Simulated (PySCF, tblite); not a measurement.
# C₆H₉FO₂Si: geometry, infrared bands and NMR shifts

Wanted: the infrared bands and NMR shifts of C₆H₉FO₂Si (`CC#C[SiH2]O[C@@H]1C[C@H](F)O1`), by calculation.

Programs: tblite 0.8.0 and PySCF 2.14.0, with density-fitted response routines of our own. Each step states its level of theory. These are calculated values for one molecule in the gas phase, unless marked as measured. Atoms are numbered from 0 throughout.

### 1 The starting structure

19 atoms, charge 0, multiplicity 1; geometry from: force field or distance geometry start.

Bonds of the start (Å): C0–C1 1.49, C1–C2 1.17, C2–Si3 1.82, Si3–O4 1.74, O4–C5 1.37, C5–C6 1.49, C6–C7 1.53, C7–F8 1.36, C7–O9 1.41, O9–C5 1.41, C0–H10 1.10, C0–H11 1.11, C0–H12 1.12, Si3–H13 1.46, Si3–H14 1.49, C5–H15 1.12, C6–H16 1.11, C6–H17 1.10, C7–H18 1.11.

### 2 Geometry optimisation with GFN2-xTB

The job: settings as JSON, then the geometry in Å.

```
{"job": {"kind": "relax", "xc": "GFN2-xTB", "basis": "xTB"}, "charge": 0, "multiplicity": 1}
C      4.741800    -0.889400    -0.326400
C      3.353200    -0.353600    -0.466700
C      2.267000     0.077700    -0.572700
Si     0.597300     0.770300    -0.766600
O     -0.631200    -0.466400    -0.779100
C     -1.765100     0.152000    -0.315900
C     -2.648100    -0.583600     0.629000
C     -3.619200     0.387700    -0.042400
F     -4.920600    -0.016700    -0.093200
O     -2.859700     0.149400    -1.202100
H      4.919100    -1.471600    -1.237100
H      5.442000    -0.041000    -0.220100
H      4.760900    -1.522800     0.599600
H      0.457400     1.505800    -2.017600
H      0.238400     1.669300     0.359700
H     -1.556100     1.222300    -0.049900
H     -2.838800    -1.647700     0.399100
H     -2.514700    -0.377400     1.698300
H     -3.433700     1.444900     0.258300
```

The run is started by

```bash
OMP_NUM_THREADS=1 python probes_run.py task.json out
```

The driver reads the jobs from task.json and runs them one after another.

**Question.** This job is followed by: GFN2-xTB harmonic vibrations, gas phase; GIAO PBE0/pcSseg-1 NMR shielding, non-relativistic, gas phase. What will the session give for the following? strongest single infrared mode (GFN2-xTB); zero-point energy (GFN2-xTB); 13C shifts against TMS (PBE0/pcSseg-1); 1H shifts against TMS (PBE0/pcSseg-1, means over atoms taken as alike); 29Si shifts against TMS (PBE0/pcSseg-1); 17O shifts against H2O (PBE0/pcSseg-1); 19F shifts against CFCl3 (PBE0/pcSseg-1).

As calculated:

| quantity | value |
| --- | --- |
| strongest single infrared mode (GFN2-xTB) | 760 cm⁻¹, 480 km/mol |
| zero-point energy (GFN2-xTB) | 84.4 kcal/mol |
| 13C shifts against TMS (PBE0/pcSseg-1) | 111.9, 109.7, 96.3, 84.2, 44.6, 5.9 ppm |
| 1H shifts against TMS (PBE0/pcSseg-1, means over atoms taken as alike) | 5.97, 5.79, 5.38, 5.15, 3.09, 2.54, 2.08 ppm |
| 29Si shifts against TMS (PBE0/pcSseg-1) | -53.2 ppm |
| 17O shifts against H2O (PBE0/pcSseg-1) | 171.1, 95.9 ppm |
| 19F shifts against CFCl3 (PBE0/pcSseg-1) | -117.7 ppm |

The optimisation took 193 steps and gained 1.880 eV; among the close pairs (by a distance rule), Si3–O4 changed most, from 1.743 to 1.653 Å. All 51 modes are real, so the xTB geometry is a minimum. The strongest single mode, at 760 cm⁻¹, has its largest shares on H13, H14 and Si3 (the list is cut at 3 atoms). GFN2-xTB is a fitted tight-binding method: band positions and strengths are rough. Its intensities can rank the bands wrongly. H18 (hydrogen on an sp3 CH bonded to F and O) lies farthest downfield among hydrogen, at 5.97 ppm; its carbon carries F and O, which withdraws density. At PBE0/pcSseg-1: The largest span, 287 ppm, is at C1, where the paramagnetic term is -202 ppm.
